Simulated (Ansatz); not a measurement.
# GeHf: the cost of one run

Method: def2-TZVPP, core rule «outside noble gas», up to 18 orbitals frozen; program: Ansatz 0.2.0, Gaussian basis.

The runs, in order: UHF; CCSD(T) on ROHF; CCSD(T) on UHF; CCSDT(Q) on ROHF; CCSDT(Q) on UHF.

19 further runs of the same task are left out: 13 for a known fault of the program, 6 set aside as unsound or not needed.

### Step 1. What is computed

The geometry is a PBE0/def2-TZVP stationary point (not a proven minimum) of the parent state, kept for this charge and spin. No spin-orbit coupling is included. Elements past krypton take def2 core potentials. The filled d shell of Ge may be among the frozen orbitals whatever the setting's name suggests; the logs give the count.

2 atoms, charge 1, spin multiplicity 4.

Atoms are counted from 1 here; the program's logs count them from 0.

Bond lengths: Hf1–Ge2 2.460 Å.

### Step 2. UHF

Contents of in.yaml:

```yaml
crystal:
  periodic: [false, false, false]
  atoms:
    - {symbol: Hf, position_ang: [0.000000, 0.000000, 0.000000]}
    - {symbol: Ge, position_ang: [0.000000, 0.000000, 2.460290]}
basis:
  gaussian: {orbitals: def2-TZVPP}
total_charge: 1
magnetization: {spin_polarized: true, initial_magnetization: 3}
hamiltonian: {xc: hf}
output: {orbitals: {seedname: orbitals}}
```

Command:

```bash
$ ansatz run in.yaml --threads 1 --pin off --events-out ev --progress --plain --max-ram 4096MiB --backend cpu
```

**Question.** How long does this run take on 1 thread of AMD EPYC 7R13, shared host, and how much memory does it need?

About 43 s, with a peak of 0.34 GiB.
